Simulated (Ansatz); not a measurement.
# TiZn3: under pressure

An exercise on one series of results from a longer session: the logs are not shown, and one member is left open.

Computed with Ansatz 0.2.0 (DFT r2SCAN, scalar-relativistic, plane waves, PAW, unless a step's input says otherwise).

1 further run of the same task is left out (set aside as unsound or not needed).

### The structure to begin with

Symmetry: Pm-3m, No. 221, cubic system. The conventional cell has a = 3.879 Å, b = 3.879 Å, c = 3.879 Å, α = 90.00°, β = 90.00°, γ = 90.00°. Ti (site symmetry m-3m) is surrounded by 12 Zn at 2.74 Å. Zn (site symmetry 4/mmm) is surrounded by 4 Ti at 2.74 Å and 8 Zn at 2.74 Å.

As a file:

```cif
data_structure
_symmetry_space_group_name_H-M 'Pm-3m'
_symmetry_Int_Tables_number 221
_cell_length_a 3.8786
_cell_length_b 3.8786
_cell_length_c 3.8786
_cell_angle_alpha 90.000
_cell_angle_beta 90.000
_cell_angle_gamma 90.000
_cell_volume 58.35
loop_
_atom_site_label
_atom_site_type_symbol
_atom_site_symmetry_multiplicity
_atom_site_Wyckoff_symbol
_atom_site_fract_x
_atom_site_fract_y
_atom_site_fract_z
_atom_site_occupancy
Ti1 Ti 1 a 0.00000 0.00000 0.00000 1
Zn1 Zn 3 c 0.00000 0.50000 0.50000 1
```

It is the result of an earlier relaxation at this level (volume 14.59 Å³/atom; gap on the mesh: none (metal)).

The first run:

Contents of input.yaml:

```yaml
crystal:
  lattice:
    - [3.8910471211, 0.0, 0.0]
    - [0.0, 3.8910471211, 0.0]
    - [0.0, 0.0, 3.8910471211]
  atoms:
    - { symbol: Ti, position: [0.0, 0.0, 0.0] }
    - { symbol: Zn, position: [0.0, 0.5, 0.5] }
    - { symbol: Zn, position: [0.5, 0.0, 0.5] }
    - { symbol: Zn, position: [0.5, 0.5, 0.0] }
basis:
  ecutwfc: 500
kpoints:
  mp_grid: { grid: [10, 10, 10] }
hamiltonian:
  xc: r2scan
scf:
  occupations: { method: gaussian, width: 0.1 }
output:
  forces: true
  stress: true
  eigenvalues: true
relax:
  adjacent_minimum: "off"
  f_tol: 0.008
  max_steps: 50
  cell: { stress_tol: 0.08, p_target: -1.0 }
```

Started as:

```
$ ansatz run input.yaml --threads 1 --pin off --max-ram 2560MiB --backend cpu --events-out ev --progress --plain --runs-dir out
```

Among the steps run: Relaxing at -1 GPa; Relaxing at 1 GPa; Relaxing at 4 GPa; Relaxing at 12 GPa; 25 GPa; 50 GPa; Relaxing at 90 GPa.

One of the session's tables, all rows but one given; the rest of the session is left out.

Lengths are those of the vectors of the cell that was run:

```
P (GPa)  V (Å³/atom)  a (Å)  b (Å)  c (Å)  ΔH (eV/atom)
     -1        14.73  3.891  3.891  3.891        -0.091
      0        14.59  3.879  3.879  3.879         0.000
      1        14.46  3.867  3.867  3.867         0.091
      4        14.10  3.835  3.835  3.835         0.358
     12            ?      ?      ?      ?             ?
     25        12.48  3.682  3.682  3.682         2.088
     50        11.34  3.567  3.567  3.567         3.940
     90        10.20  3.443  3.443  3.443         6.618
```

Q: Estimate the row for P (GPa) = 12 from the others.

Worked estimate for «V (Å³/atom)». A straight line through the neighbours (4, 14.10) and (25, 12.48) gives 14.10 + (12.48 − 14.10) × (12 − 4) / (25 − 4) = 13.48; a parabola fitted to 4 rows on both sides gives 13.43.

As computed: V (Å³/atom): 13.37; a (Å): 3.767; b (Å): 3.767; c (Å): 3.767; ΔH (eV/atom): 1.043. In «V (Å³/atom)» the line misses by +0.11 and the parabola by +0.06.

ΔH is E + PV over the energy at zero pressure; a, b and c are the vectors of the computed cell. 

Limits of these values: Other structures may take over in this range; these runs cannot find them.
